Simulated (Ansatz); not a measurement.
Born–Oppenheimer molecular dynamics of a periodic cell of 16 atoms, CaO (surface CaO(111)). It starts from a relaxed structure.

All numbers below come from DFT PBE, scalar-relativistic, plane waves, PAW in Ansatz. Settings: cutoff 420 eV, k mesh 2x2x1, fermi-dirac smearing 0.05 eV, no spin polarisation.

| Item | Value |
| --- | --- |
| ensemble | NVT, Langevin thermostat |
| time step | 1 fs |
| steps asked | 250 |
| set temperature | 900 K |
| friction | 0.005 /fs |
| atoms held | 1, 3, 5, 7 |
| seed | 522359 |

First frame:

```xyz
16
Lattice="6.9395 0.0000 0.0000 3.4698 6.0098 0.0000 0.0000 0.0000 17.2496" Properties=species:S:1:pos:R:3
Ca 0.000 0.000 1.000
O 5.205 5.008 1.565
Ca 1.735 3.005 1.000
O 3.470 2.003 1.565
Ca 3.470 0.000 1.000
O 8.674 5.008 1.565
Ca 5.205 3.005 1.000
O 6.939 2.003 1.565
Ca 6.939 4.006 3.962
O 8.674 3.005 4.407
Ca 5.205 1.002 3.962
O 6.939 0.000 4.407
Ca 3.470 4.006 3.962
O 5.205 3.005 4.407
Ca 1.735 1.002 3.962
O 6.939 6.010 4.407
```

Problem. What does the run give?

Solution. The run went to its last step.

```
steps done                                               : 250
time covered                                             : 250 fs
mean temperature over the second half                    : 1277 K
spread of the potential energy over the second half      : 18.3 meV per atom
mean potential energy of the second half above the start : -40.2 meV per atom
```

The mean temperature of the second half is 42 % above the set value. A run of 0.25 ps of so small a system gives no equilibrium averages. Limits of this set-up: coarse k mesh, thin slab, slab without dipole correction.

Problem. What happens to the structure?

Solution. Mean squared displacements from the first frame to the last: Ca 0.19 Å², O 0.44 Å². Another seed would give other details.

Problem. How do temperature and energy run in time?

Solution. 
| time (fs) | T (K) | potential energy less start (eV) |
| --- | --- | --- |
| 0.0 | 900 | 0.000 |
| 8.0 | 643 | 0.413 |
| 16.0 | 489 | 0.848 |
| 24.0 | 706 | 0.550 |
| 32.0 | 748 | 0.320 |
| 40.0 | 726 | 0.387 |
| 48.0 | 708 | 0.553 |
| 56.0 | 838 | 0.372 |
| 64.0 | 1201 | 0.059 |
| 72.0 | 980 | 0.140 |
| 80.0 | 880 | 0.239 |
| 88.0 | 885 | 0.141 |
| 96.0 | 943 | 0.119 |
| 104.0 | 865 | 0.450 |
| 112.0 | 743 | 0.612 |
| 120.0 | 1130 | 0.045 |
| 128.0 | 1510 | -0.513 |
| 136.0 | 1529 | -0.594 |
| 144.0 | 1245 | -0.408 |
| 152.0 | 1248 | -0.456 |
| 160.0 | 1390 | -0.524 |
| 168.0 | 1295 | -0.448 |
| 176.0 | 1265 | -0.508 |
| 184.0 | 1398 | -0.878 |
| 192.0 | 1647 | -1.209 |
| 200.0 | 1318 | -0.773 |
| 208.0 | 1106 | -0.485 |
| 216.0 | 1053 | -0.587 |
| 224.0 | 900 | -0.326 |
| 232.0 | 986 | -0.344 |
| 240.0 | 1315 | -1.012 |
| 248.0 | 1423 | -1.369 |

Time of the run: 22 min on 2 threads of Arm Neoverse V1, with other jobs on the host, peak memory 1.1 GiB.
